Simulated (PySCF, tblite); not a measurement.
# C7H14O2Si: geometry, infrared bands and NMR shifts

What infrared bands and NMR shifts should C7H14O2Si (`C[C@H]1C[C@](C)(C(=O)[SiH2]O)C1`) show?

Computed with tblite 0.8.0 and PySCF 2.14.0, with density-fitted response routines of our own, on a single molecule in the gas phase. Atoms are numbered from 0 throughout.

## Step 1: The starting structure

24 atoms, charge 0, multiplicity 1; geometry from: force field or distance geometry start.

Bonds of the start (Å): C0–C1 1.52, C1–C2 1.56, C2–C3 1.59, C3–C4 1.54, C3–C5 1.59, C5–O6 1.22, C5–Si7 1.91, Si7–O8 1.67, C3–C9 1.55, C9–C1 1.54, C0–H10 1.09, C0–H11 1.09, C0–H12 1.09, C1–H13 1.10, C2–H14 1.10, C2–H15 1.09, C4–H16 1.10, C4–H17 1.09, C4–H18 1.09, Si7–H19 1.48, Si7–H20 1.49, O8–H21 0.97, C9–H22 1.11, C9–H23 1.10.

## Step 2: Optimising the geometry with GFN2-xTB

What the job is given:

```
{"job": {"kind": "relax", "xc": "GFN2-xTB", "basis": "xTB"}, "charge": 0, "multiplicity": 1}
C      3.048000    -0.044300    -0.796800
C      1.576000    -0.356800    -0.550300
C      1.173500    -0.562800     0.937900
C     -0.191400     0.165900     0.584100
C     -0.596800     1.138400     1.702800
C     -1.380900    -0.832700     0.237900
O     -1.562000    -1.965100     0.667900
Si    -2.730700    -0.220400    -0.962300
O     -4.010000    -1.295000    -1.066400
C      0.589900     0.827100    -0.582500
H      3.384400     0.785700    -0.172500
H      3.190700     0.233500    -1.841500
H      3.662100    -0.911000    -0.572600
H      1.254700    -1.195600    -1.179300
H      1.792000    -0.016200     1.657800
H      1.089500    -1.601400     1.268600
H      0.239600     1.789900     1.992900
H     -1.412700     1.784900     1.363300
H     -0.931900     0.606000     2.595000
H     -2.175000    -0.042100    -2.324800
H     -3.266700     1.099900    -0.527100
H     -3.870800    -2.110700    -0.564500
H      1.051500     1.803800    -0.320200
H      0.065100     0.939000    -1.540000
```

Started as:

```bash
$ OMP_NUM_THREADS=1 python probes_run.py task.json out
```

The driver reads the jobs from task.json and runs them one after another.

**Question.** This job is followed by: GFN2-xTB harmonic vibrations, gas phase; GIAO PBE0/pcSseg-1 NMR shielding, non-relativistic, gas phase. What will the session give for the following? strongest single infrared mode (GFN2-xTB); zero-point energy (GFN2-xTB); ¹³C shifts against TMS (PBE0/pcSseg-1, means over atoms taken as alike); ¹H shifts against TMS (PBE0/pcSseg-1, means over atoms taken as alike); ¹⁷O shifts against H2O (PBE0/pcSseg-1); ²⁹Si shifts against TMS (PBE0/pcSseg-1); surface potential, 1st and 99th percentile.

As calculated:

| quantity | value |
| --- | --- |
| strongest single infrared mode (GFN2-xTB) | 838 cm⁻¹, 420 km/mol |
| zero-point energy (GFN2-xTB) | 121.7 kcal/mol |
| ¹³C shifts against TMS (PBE0/pcSseg-1, means over atoms taken as alike) | 255.8, 49.1, 37.0, 28.2, 26.2, 23.9 ppm |
| ¹H shifts against TMS (PBE0/pcSseg-1, means over atoms taken as alike) | 5.25, 2.77, 2.24, 1.87, 1.29, 1.20, 1.13 ppm |
| ¹⁷O shifts against H2O (PBE0/pcSseg-1) | 776.6, -6.5 ppm |
| ²⁹Si shifts against TMS (PBE0/pcSseg-1) | -57.1 ppm |
| surface potential, 1st and 99th percentile | -1.39 V and 1.37 V |

What this shows: The optimisation took 110 steps and gained 0.525 eV; among the close pairs (by a distance rule), C3–C5 changed most, from 1.591 to 1.509 Å. The lowest mode is slightly imaginary (15i cm⁻¹), a soft motion within the noise of the Hessian, so the minimum is not strictly shown. The strongest single mode, at 838 cm⁻¹, moves mainly H21. GFN2-xTB is a fitted tight-binding method: band positions and strengths are rough. Its intensities can rank the bands wrongly. At PBE0/pcSseg-1: The largest span, 1614 ppm, is at O6, where the paramagnetic term is -843 ppm. At PBE0/pcSseg-1, counted by nearest atom on the grid, the HOMO lies on O6 44 %; C5 16 %, the LUMO on C5 45 %; O6 30 %.
